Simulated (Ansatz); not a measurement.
# Ga3Ni2: the cost of one run

Program: Ansatz 0.2.0. Level of theory: DFT PBEsol, scalar-relativistic, plane waves, PAW. These are calculated values, not measurements.

2 further runs of the same task are left out: 2 set aside as unsound or not needed.

### 1 Starting point

Symmetry: P-3m1, No. 164, trigonal system. The conventional cell has a = 4.010 Å, b = 4.010 Å, c = 4.848 Å, α = 90.00°, β = 90.00°, γ = 120.00°. Ga (site symmetry -3m) is surrounded by 6 Ni at 2.41 Å. Ga (site symmetry 3m) is surrounded by 5 Ni at 2.42 to 2.55 Å and 3 Ga at 2.68 Å. Around Ni (site symmetry 3m) lie 8 Ga at 2.41 to 2.55 Å and 3 Ni at 2.69 Å.

Structure file:

```
Ga Ni
1.0
     4.00962    0.00000    0.00000
    -2.00481    3.47243    0.00000
     0.00000    0.00000    4.84768
Ga Ni
3 2
Direct
  0.00000 0.00000 0.00000
  0.33333 0.66667 0.64011
  0.66667 0.33333 0.35989
  0.33333 0.66667 0.14147
  0.66667 0.33333 0.85853
```

This cell was relaxed beforehand with the same method: volume 13.50 Å³/atom, gap on the mesh none (metal).

### 2 Bands, states and charges

input.yaml reads:

```yaml
crystal:
  lattice:
    - [4.009620967, 0.0, 0.0]
    - [-2.0048104835, 3.472433617, 0.0]
    - [0.0, 0.0, 4.8476828952]
  atoms:
    - { symbol: Ga, position: [0.0, 0.0, 0.0] }
    - { symbol: Ga, position: [0.3333333333, 0.6666666667, 0.640112261] }
    - { symbol: Ga, position: [0.6666666667, 0.3333333333, 0.359887739] }
    - { symbol: Ni, position: [0.3333333333, 0.6666666667, 0.1414738727] }
    - { symbol: Ni, position: [0.6666666667, 0.3333333333, 0.8585261273] }
basis:
  ecutwfc: 420
kpoints:
  mp_grid: { grid: [12, 12, 8] }
  band_path:
    path:
      - [[0.0, 0.0, 0.0], [0.5, 0.0, 0.0], [0.33333333, 0.33333333, 0.0], [0.0, 0.0, 0.0], [0.0, 0.0, 0.5], [0.5, 0.0, 0.5], [0.33333333, 0.33333333, 0.5], [0.0, 0.0, 0.5]]
      - [[0.5, 0.0, 0.5], [0.5, 0.0, 0.0]]
      - [[0.33333333, 0.33333333, 0.5], [0.33333333, 0.33333333, 0.0]]
    npoints: 14
hamiltonian:
  xc: pbesol
scf:
  occupations: { method: gaussian, width: 0.1 }
  n_extra_bands: 12
output:
  forces: true
  stress: true
  eigenvalues: true
  populations: true
  dos: { projected: true, de: 0.02, nscf_kmesh: { grid: [18, 18, 12] } }
  bader: true
```

The run is started by

```sh
ansatz run input.yaml --threads 1 --pin off --max-ram 2560MiB --backend cpu --events-out ev --progress --plain --runs-dir out
```

Q: Estimate wall time and peak memory on 1 thread of Arm Neoverse V1, shared host.

About 2.3 min, with a peak of 0.9 GiB.
